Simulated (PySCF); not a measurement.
# C5H4F2Si: circular dichroism and optical rotation, excited states, first hyperpolarisability

Aim: compute the circular dichroism and optical rotation, excited states, first hyperpolarisability of C5H4F2Si (`FC=C=C=C=C(F)[SiH3]`).

Computed with PySCF 2.14.0 and routines of our own; the level stands in each step. Atoms count from 0.

## Step 1: The starting structure

12 atoms, charge 0, multiplicity 1; geometry from: GFN2-xTB.

## Step 2: Optimising the geometry at PBE0-D3(BJ)/def2-SVP

The job: settings as JSON, then the geometry in Å.

```
{"job": {"xc": "PBE0", "basis": "def2-SVP", "d3": "d3bj", "grid": 2, "kind": "geom"}, "charge": 0, "multiplicity": 1}
F      4.406207     0.715127    -0.106517
C      3.539831    -0.083620     0.549681
C      2.291954    -0.214745     0.187982
C      1.082535    -0.338646    -0.176365
C     -0.121266    -0.505133    -0.544492
C     -1.392861    -0.557599    -0.843983
F     -1.849719    -1.491809    -1.718676
Si    -2.758830     0.581157    -0.166773
H      4.003156    -0.585541     1.388217
H     -2.102771     1.518654     0.738752
H     -3.726241    -0.278127     0.515573
H     -3.370796     1.239597    -1.319873
```

Launch:

```bash
> OMP_NUM_THREADS=1 python excited_run.py task.json out
```

The driver reads the jobs from task.json and runs them one after another.

Log:

```text
step   0  E = -681.03019742  max force = 0.019365
step   1  E = -681.03203959  max force = 0.008870
step   2  E = -681.03256357  max force = 0.003779
step   3  E = -681.03265957  max force = 0.003875
step   4  E = -681.03285900  max force = 0.001628
step   5  E = -681.03287441  max force = 0.001237
step   6  E = -681.03289115  max force = 0.000424
step   7  E = -681.03289733  max force = 0.000240
optimisation converged
```

It took 56 s on 1 thread of Arm Neoverse V1, shared host; peak memory 0.63 GiB.

Step by step:

| step | energy from step 0 (eV) | largest force component (eV/Å) |
| --- | --- | --- |
| 0 | 0.0000 | 0.9958 |
| 1 | -0.0501 | 0.4561 |
| 2 | -0.0644 | 0.1943 |
| 3 | -0.0670 | 0.1993 |
| 4 | -0.0724 | 0.0837 |
| 5 | -0.0728 | 0.0636 |
| 6 | -0.0733 | 0.0218 |
| 7 | -0.0735 | 0.0123 |

Close pairs (by a distance rule), those that changed most:

| bond | before (Å) | after (Å) | change (Å) |
| --- | --- | --- | --- |
| Si7–H11 | 1.462 | 1.492 | +0.030 |
| Si7–H10 | 1.463 | 1.492 | +0.029 |
| Si7–H9 | 1.459 | 1.488 | +0.029 |
| F0–C1 | 1.349 | 1.327 | -0.022 |
| C5–F6 | 1.359 | 1.344 | -0.015 |
| C1–H8 | 1.082 | 1.096 | +0.014 |
| C4–C5 | 1.307 | 1.321 | +0.013 |
| C5–Si7 | 1.903 | 1.891 | -0.012 |

The next job starts from the end point, and lists it.

| at the end point | value |
| --- | --- |
| point group (found at 0.08 Å tolerance) | C1 |
| rotational constants (GHz, main isotopes) | 4.585, 0.513, 0.474 |
| dipole moment (D) | 1.70 |

## Step 3: Circular dichroism and optical rotation: TDDFT CAM-B3LYP/aug-cc-pVDZ

The job: settings as JSON, then the geometry in Å.

```
{"job": {"kind": "ecd", "xc": "CAM-B3LYP", "basis": "aug-cc-pVDZ", "nstates": 12}, "charge": 0, "multiplicity": 1}
F      4.484471     0.506895    -0.149878
C      3.563570    -0.168922     0.524907
C      2.309149    -0.265464     0.136300
C      1.077738    -0.399444    -0.189364
C     -0.153408    -0.534728    -0.517171
C     -1.443061    -0.586925    -0.796856
F     -1.942922    -1.573255    -1.560108
Si    -2.716750     0.676031    -0.198952
H      3.957855    -0.632933     1.435930
H     -2.017225     1.659389     0.672140
H     -3.788234    -0.037142     0.555871
H     -3.321088     1.352026    -1.384078
```

Level: TDDFT CAM-B3LYP/aug-cc-pVDZ circular dichroism and optical rotation, one conformer, gas phase.

Log:

```text
coarse grid: 11712 points
cycle   1  E = -681.7434020488  dE =  1.317e+00  |g| = 6.125e-01  |ddm| = 1.844e+01
cycle   2  E = -681.7185653266  dE =  2.484e-02  |g| = 7.786e-01  |ddm| = 5.201e+00
cycle   3  E = -681.8245505465  dE = -1.060e-01  |g| = 5.351e-02  |ddm| = 2.305e+00
cycle   4  E = -681.8252267016  dE = -6.762e-04  |g| = 3.190e-02  |ddm| = 5.241e-01
cycle   5  E = -681.8254931644  dE = -2.665e-04  |g| = 1.299e-02  |ddm| = 1.880e-01
cycle   6  E = -681.8255399108  dE = -4.675e-05  |g| = 4.114e-03  |ddm| = 6.612e-02
cycle   7  E = -681.8255446900  dE = -4.779e-06  |g| = 1.003e-03  |ddm| = 2.089e-02
final grid: 112664 points
cycle   8  E = -681.8415082659  dE = -1.596e-05  |g| = 4.456e-03  |ddm| = 3.672e-01
cycle   9  E = -681.8415056062  dE =  2.660e-06  |g| = 6.094e-03  |ddm| = 3.366e-02
cycle  10  E = -681.8415119865  dE = -6.380e-06  |g| = 3.709e-04  |ddm| = 1.520e-02
cycle  11  E = -681.8415120187  dE = -3.227e-08  |g| = 2.025e-04  |ddm| = 3.198e-03
cycle  12  E = -681.8415120326  dE = -1.390e-08  |g| = 9.796e-05  |ddm| = 1.201e-03
cycle  13  E = -681.8415120364  dE = -3.735e-09  |g| = 2.230e-05  |ddm| = 7.453e-04
cycle  14  E = -681.8415120367  dE = -3.463e-10  |g| = 1.564e-05  |ddm| = 2.687e-04
converged SCF energy = -681.8415120367

Singlet excitations and rotatory strengths (1e-40 esu^2 cm^2)
state   eV       nm     f(len)   f(vel)    R(len)    R(vel)   main configurations
  1   3.5103   353.2  0.00064  0.00067    -0.395    -0.122   H->L 0.93
  2   3.7694   328.9  0.00040  0.00028    -1.256    -0.582   H-1->L+1 0.93
  3   4.5673   271.5  0.00455  0.00447    -0.775    -0.780   H-1->L 0.53, H->L+1 0.45
  4   5.7918   214.1  2.25637  2.19909   -12.236   -12.826   H->L+1 0.49, H-1->L 0.41
  5   6.2617   198.0  0.01831  0.01782     3.971     3.955   H->L+2 0.58, H->L+3 0.15, H-2->L 0.11
  6   6.3495   195.3  0.00635  0.00646    11.196    11.259   H-1->L+2 0.66, H-1->L+4 0.18
  7   6.4587   192.0  0.00576  0.00588    -4.817    -5.239   H-2->L 0.61, H->L+2 0.12, H-6->L 0.09
  8   6.6907   185.3  0.00210  0.00185     3.783     3.341   H-5->L+1 0.42, H-3->L+1 0.35
  9   6.9272   179.0  0.01733  0.01657    -9.281    -9.102   H->L+3 0.40, H->L+4 0.38
 10   7.0799   175.1  0.00416  0.00383     7.507     7.605   H-1->L+3 0.54, H-1->L+4 0.27
 11   7.1093   174.4  0.00323  0.00355     5.874     6.149   H-6->L 0.36, H-4->L 0.27, H-2->L 0.10
 12   7.2494   171.0  0.00161  0.00138    -4.859    -4.690   H-1->L+4 0.22, H-1->L+3 0.15, H-1->L+2 0.10

Specific rotation (deg / (dm g/mL))
    nm     length   length(OI)   velocity    alpha(len)  alpha(vel)
  633.0     -85.74     -88.78     -67.18      124.951    122.752
  589.3    -103.98    -107.60     -80.74      126.378    124.147
  546.0    -129.32    -133.70     -99.18      128.215    125.943
  436.0    -281.88    -289.75    -200.69      136.542    134.080
  405.0    -401.84    -410.99    -270.42      140.788    138.229
```

Wall time 91 s (1 thread of Arm Neoverse V1, shared host); peak memory 1 GiB.

Warnings kept with the result: wavelengths within 0.3 eV of the first excitation or beyond it are left out.

## Step 4: Excited states: TDA wB97X-D/def2-TZVP

The job, as its differences from that of step 3:

```diff
@@ -1,2 +1,2 @@
-{"job": {"kind": "ecd", "xc": "CAM-B3LYP", "basis": "aug-cc-pVDZ", "nstates": 12}, "charge": 0, "multiplicity": 1}
+{"job": {"kind": "states", "xc": "wB97X-D", "basis": "def2-TZVP", "tda": true, "soc": true, "nstates": 6, "ntriplets": 5, "nquad": 4}, "charge": 0, "multiplicity": 1}
 F      4.484471     0.506895    -0.149878
```

Method: TDA wB97X-D/def2-TZVP excited states, vertical, gas phase, spin-orbit mean-field couplings.

Log:

```text
coarse grid: 11712 points
cycle   1  E = -681.8885676152  dE =  1.285e+00  |g| = 6.911e-01  |ddm| = 4.617e+00
cycle   2  E = -681.8817169080  dE =  6.851e-03  |g| = 8.121e-01  |ddm| = 1.453e+00
cycle   3  E = -681.9830627674  dE = -1.013e-01  |g| = 5.719e-02  |ddm| = 8.740e-01
cycle   4  E = -681.9839692447  dE = -9.065e-04  |g| = 2.843e-02  |ddm| = 1.268e-01
cycle   5  E = -681.9842103597  dE = -2.411e-04  |g| = 1.175e-02  |ddm| = 4.344e-02
cycle   6  E = -681.9842543009  dE = -4.394e-05  |g| = 2.862e-03  |ddm| = 1.694e-02
cycle   7  E = -681.9842603207  dE = -6.020e-06  |g| = 2.094e-03  |ddm| = 8.473e-03
final grid: 112664 points
cycle   8  E = -681.9847982500  dE = -1.421e-04  |g| = 1.270e-02  |ddm| = 1.555e-01
cycle   9  E = -681.9847878369  dE =  1.041e-05  |g| = 1.493e-02  |ddm| = 3.240e-02
cycle  10  E = -681.9848201840  dE = -3.235e-05  |g| = 1.033e-03  |ddm| = 1.737e-02
cycle  11  E = -681.9848203937  dE = -2.097e-07  |g| = 4.267e-04  |ddm| = 1.717e-03
cycle  12  E = -681.9848204445  dE = -5.083e-08  |g| = 2.185e-04  |ddm| = 6.593e-04
cycle  13  E = -681.9848204599  dE = -1.540e-08  |g| = 4.246e-05  |ddm| = 3.379e-04
cycle  14  E = -681.9848204622  dE = -2.309e-09  |g| = 2.291e-05  |ddm| = 2.147e-04
cycle  15  E = -681.9848204625  dE = -2.433e-10  |g| = 1.193e-05  |ddm| = 3.955e-05
converged SCF energy = -681.9848204625

Singlet excitations
state   eV       nm        f     d(h-e)  d(exc)  Lambda  PR(NTO)  |dmu|/D   mu/D   main configurations
  1   3.5570   348.6   0.00098   0.748   3.207   0.557   1.141    1.961    2.509   H->L 0.92
  2   3.8694   320.4   0.00048   0.681   3.199   0.537   1.142    1.743    2.393   H-1->L+1 0.92
  3   4.8193   257.3   0.00537   0.024   3.349   0.834   2.057    0.018    1.690   H-1->L 0.51, H->L+1 0.44
  4   6.4155   193.3   3.20147   0.209   3.126   0.786   2.242    0.755    1.277   H->L+1 0.43, H-1->L 0.37
  5   6.4535   192.1   0.00322   0.489   2.850   0.555   1.240                     H-2->L 0.70, H-6->L 0.13
  6   6.7199   184.5   0.00135   0.560   2.698   0.468   1.337                     H-5->L+1 0.47, H-3->L+1 0.37

Triplet excitations (Tamm-Dancoff)
state   eV     d(h-e)  d(exc)  Lambda  PR(NTO)   main configurations
  1   2.7056   0.042   2.908   0.833   1.793   H-1->L 0.68, H->L+1 0.28
  2   2.8934   0.052   2.956   0.833   1.770   H->L+1 0.68, H-1->L 0.28
  3   3.2841   0.804   3.196   0.558   1.031   H->L 0.97
  4   3.5889   0.761   3.176   0.535   1.031   H-1->L+1 0.97
  5   5.5772   0.119   2.316   0.684   1.437   H-5->L 0.46, H-3->L 0.33
S1 - T1 = 0.8514 eV

Spin-orbit couplings |<S|Hso|T>| (cm-1)
             T1       T2       T3       T4       T5
S0        0.493    1.093   13.388   11.333    0.486
S1        9.511    4.484    0.139    0.101    4.975
S2        6.454    3.629    0.031    0.107    4.215
S3        0.360    0.440    8.085   10.170    0.101
S4        0.173    0.124    2.217    3.345    0.151
S5        9.503    7.345    3.782    0.223    3.790
S6        5.690    1.769    1.061    0.678    6.202
T1 sublevels (cm-1): 0.000 0.014 0.015   radiative rates (1/s): 0.803 0.0264 0.0337
```

Run time: 56 s. Hardware: 1 thread of Arm Neoverse V1, shared host; peak memory 1.1 GiB.

In short:

| quantity | value |
| --- | --- |
| S1 less T1 | 0.85 eV |

## Step 5: Excited states: TDDFT CAM-B3LYP/aug-cc-pVDZ

The job, as its differences from that of step 4:

```diff
@@ -1,2 +1,2 @@
-{"job": {"kind": "states", "xc": "wB97X-D", "basis": "def2-TZVP", "tda": true, "soc": true, "nstates": 6, "ntriplets": 5, "nquad": 4}, "charge": 0, "multiplicity": 1}
+{"job": {"kind": "states", "xc": "CAM-B3LYP", "basis": "aug-cc-pVDZ", "tpa": true, "nstates": 8, "nquad": 6, "ntriplets": 0}, "charge": 0, "multiplicity": 1}
 F      4.484471     0.506895    -0.149878
```

Method: TDDFT CAM-B3LYP/aug-cc-pVDZ excited states, vertical, gas phase, two-photon moments by quadratic response.

Log:

```text
coarse grid: 11712 points
cycle   1  E = -681.7434020488  dE =  1.317e+00  |g| = 6.125e-01  |ddm| = 1.844e+01
cycle   2  E = -681.7185653266  dE =  2.484e-02  |g| = 7.786e-01  |ddm| = 5.201e+00
cycle   3  E = -681.8245505465  dE = -1.060e-01  |g| = 5.351e-02  |ddm| = 2.305e+00
cycle   4  E = -681.8252267016  dE = -6.762e-04  |g| = 3.190e-02  |ddm| = 5.241e-01
cycle   5  E = -681.8254931644  dE = -2.665e-04  |g| = 1.299e-02  |ddm| = 1.880e-01
cycle   6  E = -681.8255399108  dE = -4.675e-05  |g| = 4.114e-03  |ddm| = 6.612e-02
cycle   7  E = -681.8255446900  dE = -4.779e-06  |g| = 1.003e-03  |ddm| = 2.089e-02
final grid: 112664 points
cycle   8  E = -681.8415082659  dE = -1.596e-05  |g| = 4.456e-03  |ddm| = 3.672e-01
cycle   9  E = -681.8415056062  dE =  2.660e-06  |g| = 6.094e-03  |ddm| = 3.366e-02
cycle  10  E = -681.8415119865  dE = -6.380e-06  |g| = 3.709e-04  |ddm| = 1.520e-02
cycle  11  E = -681.8415120187  dE = -3.227e-08  |g| = 2.025e-04  |ddm| = 3.198e-03
cycle  12  E = -681.8415120326  dE = -1.390e-08  |g| = 9.796e-05  |ddm| = 1.201e-03
cycle  13  E = -681.8415120364  dE = -3.735e-09  |g| = 2.230e-05  |ddm| = 7.453e-04
cycle  14  E = -681.8415120367  dE = -3.463e-10  |g| = 1.564e-05  |ddm| = 2.687e-04
converged SCF energy = -681.8415120367

Singlet excitations
state   eV       nm        f     d(h-e)  d(exc)  Lambda  PR(NTO)  |dmu|/D   mu/D   delta(TPA)   sigma/GM   main configurations
  1   3.5104   353.2   0.00065   0.703   3.219   0.550   1.189    1.895    2.420        0.30      0.001   H->L 0.93
  2   3.7695   328.9   0.00040   0.751   3.252   0.532   1.061    1.792    2.614        0.20      0.001   H-1->L+1 0.93
  3   4.5674   271.5   0.00455   0.024   3.407   0.819   2.097    0.086    1.806       27.47      0.210   H-1->L 0.53, H->L+1 0.45
  4   5.7923   214.1   2.25693   0.129   3.239   0.757   2.341    0.284    1.508        7.26      0.089   H->L+1 0.49, H-1->L 0.41
  5   6.2617   198.0   0.01834   0.822   4.030   0.279   1.352    4.480    3.733       86.25      1.239   H->L+2 0.58, H->L+3 0.15, H-2->L 0.11
  6   6.3495   195.3   0.00637   0.705   4.125   0.260   1.122    2.720    1.613       47.73      0.705   H-1->L+2 0.66, H-1->L+4 0.18
  7   6.4588   192.0   0.00577   0.537   3.268   0.491   1.679                                            H-2->L 0.61, H->L+2 0.12, H-6->L 0.09
  8   6.6907   185.3   0.00210   0.649   2.970   0.433   1.511                                            H-5->L+1 0.42, H-3->L+1 0.35
```

Run time: 55 s. Hardware: 1 thread of Arm Neoverse V1, shared host; peak memory 0.96 GiB.

## Step 6: First hyperpolarisability: quadratic response CAM-B3LYP/aug-cc-pVDZ

The job, as its differences from that of step 5:

```diff
@@ -1,2 +1,2 @@
-{"job": {"kind": "states", "xc": "CAM-B3LYP", "basis": "aug-cc-pVDZ", "tpa": true, "nstates": 8, "nquad": 6, "ntriplets": 0}, "charge": 0, "multiplicity": 1}
+{"job": {"kind": "beta", "xc": "CAM-B3LYP", "basis": "aug-cc-pVDZ"}, "charge": 0, "multiplicity": 1}
 F      4.484471     0.506895    -0.149878
```

Level: quadratic response CAM-B3LYP/aug-cc-pVDZ first hyperpolarisability, Taylor convention, gas phase.

Log:

```text
coarse grid: 11712 points
cycle   1  E = -681.7434020488  dE =  1.317e+00  |g| = 6.125e-01  |ddm| = 1.844e+01
cycle   2  E = -681.7185653266  dE =  2.484e-02  |g| = 7.786e-01  |ddm| = 5.201e+00
cycle   3  E = -681.8245505465  dE = -1.060e-01  |g| = 5.351e-02  |ddm| = 2.305e+00
cycle   4  E = -681.8252267016  dE = -6.762e-04  |g| = 3.190e-02  |ddm| = 5.241e-01
cycle   5  E = -681.8254931644  dE = -2.665e-04  |g| = 1.299e-02  |ddm| = 1.880e-01
cycle   6  E = -681.8255399108  dE = -4.675e-05  |g| = 4.114e-03  |ddm| = 6.612e-02
cycle   7  E = -681.8255446900  dE = -4.779e-06  |g| = 1.003e-03  |ddm| = 2.089e-02
final grid: 112664 points
cycle   8  E = -681.8415082659  dE = -1.596e-05  |g| = 4.456e-03  |ddm| = 3.672e-01
cycle   9  E = -681.8415056062  dE =  2.660e-06  |g| = 6.094e-03  |ddm| = 3.366e-02
cycle  10  E = -681.8415119865  dE = -6.380e-06  |g| = 3.709e-04  |ddm| = 1.520e-02
cycle  11  E = -681.8415120187  dE = -3.227e-08  |g| = 2.025e-04  |ddm| = 3.198e-03
cycle  12  E = -681.8415120326  dE = -1.390e-08  |g| = 9.796e-05  |ddm| = 1.201e-03
cycle  13  E = -681.8415120364  dE = -3.735e-09  |g| = 2.230e-05  |ddm| = 7.453e-04
cycle  14  E = -681.8415120367  dE = -3.463e-10  |g| = 1.564e-05  |ddm| = 2.687e-04
converged SCF energy = -681.8415120367

Lowest singlets (eV, f): 3.5104 0.0006  3.7695 0.0004  4.5674 0.0046

First hyperpolarisability (au)
process     nm      |vector|   parallel      HRS      DR
static         -      258.67    -132.62     108.75   4.757
shg       1907.0      268.53    -138.05     113.39   4.754
eope      1907.0      261.88    -134.38          -       -
shg       1064.0      293.13    -151.95     125.27   4.718
eope      1064.0      269.25    -138.45          -       -
```

It took 40 s on 1 thread of Arm Neoverse V1, shared host; peak memory 0.9 GiB.

## Step 7: Circular dichroism and optical rotation: TDDFT CAM-B3LYP/aug-cc-pVDZ in water

The job, as its differences from that of step 6:

```diff
@@ -1,2 +1,2 @@
-{"job": {"kind": "beta", "xc": "CAM-B3LYP", "basis": "aug-cc-pVDZ"}, "charge": 0, "multiplicity": 1}
+{"job": {"kind": "ecd", "xc": "CAM-B3LYP", "basis": "aug-cc-pVDZ", "nstates": 12, "solvent": "water"}, "charge": 0, "multiplicity": 1}
 F      4.484471     0.506895    -0.149878
```

Method: TDDFT CAM-B3LYP/aug-cc-pVDZ circular dichroism and optical rotation, one conformer, IEF-PCM water (non-equilibrium linear response, no local-field factor).

Log:

```text
coarse grid: 11712 points
cycle   1  E = -681.7519249679  dE =  1.308e+00  |g| = 5.982e-01  |ddm| = 1.846e+01
cycle   2  E = -681.7356166556  dE =  1.631e-02  |g| = 7.349e-01  |ddm| = 5.089e+00
cycle   3  E = -681.8288232390  dE = -9.321e-02  |g| = 5.062e-02  |ddm| = 2.263e+00
cycle   4  E = -681.8294805917  dE = -6.574e-04  |g| = 2.640e-02  |ddm| = 4.719e-01
cycle   5  E = -681.8296706780  dE = -1.901e-04  |g| = 1.108e-02  |ddm| = 1.724e-01
cycle   6  E = -681.8297050268  dE = -3.435e-05  |g| = 2.314e-03  |ddm| = 5.436e-02
cycle   7  E = -681.8297073801  dE = -2.353e-06  |g| = 1.592e-03  |ddm| = 1.787e-02
final grid: 112664 points
cycle   8  E = -681.8456521590  dE = -1.533e-05  |g| = 4.641e-03  |ddm| = 3.678e-01
cycle   9  E = -681.8456495050  dE =  2.654e-06  |g| = 6.169e-03  |ddm| = 3.518e-02
cycle  10  E = -681.8456562486  dE = -6.744e-06  |g| = 2.565e-04  |ddm| = 1.718e-02
cycle  11  E = -681.8456562666  dE = -1.795e-08  |g| = 1.383e-04  |ddm| = 2.916e-03
cycle  12  E = -681.8456562728  dE = -6.233e-09  |g| = 7.329e-05  |ddm| = 8.211e-04
cycle  13  E = -681.8456562746  dE = -1.801e-09  |g| = 1.645e-05  |ddm| = 5.223e-04
cycle  14  E = -681.8456562749  dE = -2.592e-10  |g| = 6.232e-06  |ddm| = 2.231e-04
converged SCF energy = -681.8456562749

Singlet excitations and rotatory strengths (1e-40 esu^2 cm^2)
state   eV       nm     f(len)   f(vel)    R(len)    R(vel)   main configurations
  1   3.5144   352.8  0.00079  0.00083    -0.332    -0.029   H->L 0.94
  2   3.7804   328.0  0.00053  0.00038    -1.434    -0.724   H-1->L+1 0.94
  3   4.5544   272.2  0.00732  0.00720    -1.264    -1.274   H-1->L 0.54, H->L+1 0.44
  4   5.4812   226.2  2.48397  2.42116   -13.062   -13.659   H->L+1 0.51, H-1->L 0.42
  5   6.2789   197.5  0.01448  0.01418     3.318     3.284   H->L+2 0.61, H->L+3 0.15, H-2->L 0.09
  6   6.3485   195.3  0.00556  0.00580    10.019    10.117   H-1->L+2 0.72, H-1->L+4 0.11
  7   6.4714   191.6  0.00635  0.00654    -3.000    -3.484   H-2->L 0.64, H->L+2 0.10, H-6->L 0.10
  8   6.7172   184.6  0.00344  0.00310     5.215     4.656   H-5->L+1 0.54, H-3->L+1 0.23
  9   7.0467   175.9  0.02253  0.02100   -22.189   -21.535   H->L+3 0.36, H->L+4 0.26
 10   7.1435   173.6  0.00387  0.00386    23.063    22.933   H-6->L 0.34, H-4->L 0.26, H-1->L+3 0.11
 11   7.1711   172.9  0.00883  0.00807     6.876     6.736   H-1->L+3 0.45, H-1->L+4 0.19
 12   7.2510   171.0  0.00926  0.00864    -5.428    -5.314   H->L+5 0.41, H-2->L+1 0.10

Specific rotation (deg / (dm g/mL))
    nm     length   length(OI)   velocity    alpha(len)  alpha(vel)
  633.0     -99.42    -103.02     -80.40      142.062    139.509
  589.3    -120.85    -125.15     -97.03      143.990    141.393
  546.0    -150.67    -155.92    -119.77      146.489    143.836
  436.0    -328.78    -338.40    -245.33      158.044    155.125
  405.0    -464.21    -475.52    -328.91      164.084    161.026
```

Wall time 91 s (1 thread of Arm Neoverse V1, shared host); peak memory 1.1 GiB.

Warnings kept with the result: wavelengths within 0.3 eV of the first excitation or beyond it are left out.

## Step 8: Summary of results

| quantity | value |
| --- | --- |
| point group | C1 |
| rotational constants (main isotopes) | 4.58, 0.51, 0.47 GHz |
| state of largest rotatory strength (velocity form) among 12 (step 3, TDDFT CAM-B3LYP/aug-cc-pVDZ) | 5.79 eV, R = -12.8 (velocity), -12.2 (length) ·10⁻⁴⁰ esu² cm² |
| specific rotation at 633.0 nm (step 3, TDDFT CAM-B3LYP/aug-cc-pVDZ) | -67.2 (velocity), -85.7 (length) |
| S1 less T1 (step 4, TDA wB97X-D/def2-TZVP) | 0.85 eV |
| β vector (step 6, quadratic response CAM-B3LYP/aug-cc-pVDZ) | static 259, SHG 1907.0 nm 269, SHG 1064.0 nm 293 au |
| state of largest rotatory strength (velocity form) among 12 (step 7, TDDFT CAM-B3LYP/aug-cc-pVDZ in water) | 7.14 eV, R = +22.9 (velocity), +23.1 (length) ·10⁻⁴⁰ esu² cm² |
| specific rotation at 633.0 nm (step 7, TDDFT CAM-B3LYP/aug-cc-pVDZ in water) | -80.4 (velocity), -99.4 (length) |

What this shows: Over 7 steps the energy fell by 0.073 eV; of the close pairs, Si7–H11 changed most, 1.462 to 1.492 Å. Rotations belong to one conformer and to the handedness of the start. The length form depends on the origin in a finite basis. In step 4, the number of triplets below S1 is 3, and the largest singlet-triplet spin-orbit coupling is S0–T3, 13.39 cm⁻¹. β grows from 259 au (static) to 293 au for doubling at 1064.0 nm: normal dispersion, which grows as twice the photon energy moves toward the bright states.
